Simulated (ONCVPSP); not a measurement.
# Copper: generating and testing an ONCV potential

Task: generate the file, and judge it by its errors in other configurations, its logarithmic derivatives, its ghosts and its cutoff.

Program: ONCVPSP 4.0.1.1 (patched build). Reference atom: PBEsol, scalar-relativistic, spherical and spin-unpolarised. All values are calculated.

## (1) The design

Typed settings, in words:

| Item | Value |
| --- | --- |
| element | copper (Cu, Z = 29) |
| type | optimised norm-conserving Vanderbilt (ONCV) |
| frozen core | [Ar] |
| valence charge | 11 |
| reference configuration | 3d10 4s0.75 (charge +0.25) |
| partial waves | 4s: rc 1.95 bohr, ncon 4, nbas 9, qcut 3.9 1/bohr, 2 projectors, debl 0.5 Ha; p scattering state at 0.06 Ha: rc 1.85 bohr, ncon 4, nbas 7, qcut 5.3 1/bohr, 2 projectors, debl 3.3 Ha; 3d: rc 1.40 bohr, ncon 4, nbas 8, qcut 14.7 1/bohr, 2 projectors, debl 1.2 Ha |
| local potential | polynomial inside 1.20 bohr (lpopt 3, dvloc0 0 Ha) |
| core correction | Teter function fitted to the true core (icmod 2), fcfact 0.7 |

An earlier all-electron run gives the scale for the radii.

All-electron outer shells of the reference configuration (PBEsol, scalar-relativistic, ld1.x):

```
shell  level (eV)  outermost node (bohr)  outermost maximum (bohr)
   3p      -73.98                   0.26                      0.62
   3d       -7.04                      –                      0.60
   4s       -6.30                   0.89                      2.24
   4p       -1.92                   0.97                      3.26
```

## (2) Generation

Cu.dat

```
# ATOM AND REFERENCE CONFIGURATION
# atsym  z   nc   nv     iexc    psfile
  Cu 29.00    5    2  -116133      upf
#
#   n    l    f
    1    0    2.00
    2    0    2.00
    2    1    6.00
    3    0    2.00
    3    1    6.00
    3    2   10.00
    4    0    0.75
#
# PSEUDOPOTENTIAL AND OPTIMIZATION
# lmax
    2
#
#   l,   rc,      ep,       ncon, nbas, qcut
    0    1.95    0.00    4    9    3.90
    1    1.85    0.06    4    7    5.30
    2    1.40    0.00    4    8   14.70
#
# LOCAL POTENTIAL
# lloc, lpopt,  rc(5),   dvloc0
    4    3    1.20    0.00
#
# VANDERBILT-KLEINMAN-BYLANDER PROJECTORs
# l, nproj, debl
    0    2    0.50
    1    2    3.30
    2    2    1.20
#
# MODEL CORE CHARGE
# icmod, fcfact, rcfact
    2    0.70    1.00
#
# LOG DERIVATIVE ANALYSIS
# epsh1, epsh2, depsh
   -2.00    5.00    0.02
#
# OUTPUT GRID
# rlmax, drl
    6.00    0.01
#
# TEST CONFIGURATIONS
# ncnf
    4
# nvcnf
#   n    l    f
    2
    3    2   10.00
    4    0    1.00
#
    2
    3    2   10.00
    4    0    0.00
#
    2
    3    2    9.00
    4    0    0.00
#
    2
    3    2   10.00
    4    0    0.50
#
```

Run with:

```sh
$ oncvpsp.x < Cu.dat > Cu.out
```

What does the calculation give? Wanted: cutoffs for 1 and 0.1 mHa per electron, occupied waves; bound ghosts; GHOST(+) flags; largest test error; largest phase difference near zero energy, channels read; rms error of d²Exc/dn², without and with the model core.

**Answer**, as computed:

| quantity | value |
| --- | --- |
| cutoffs for 1 and 0.1 mHa per electron, occupied waves | 72 Ha and 83 Ha |
| bound ghosts | none found |
| GHOST(+) flags | s at 36 eV |
| largest test error (AE − PS) | -6.1 meV, for 3d10 4s0 |
| largest phase difference near zero energy, channels read | 0.005 rad |
| rms error of d²Exc/dn², without and with the model core | 7.62 and 1.58 mHa |

**Reading.** By total energies transferability is good: the largest error is 6.1 meV on 6.7 eV, for 3d10 4s0. It counts as very hard, with 72 Ha needed at the looser tolerance. At the looser tolerance the 3d wave is the slowest; 4s needs 6 Ha. It is free of bound ghosts as far as tested. Near zero energy the phases of the channels with partial waves agree within 0.005 rad. The program also flags highly localised states, GHOST(+) (s). These are tests on the free atom; a crystal test is still owed.
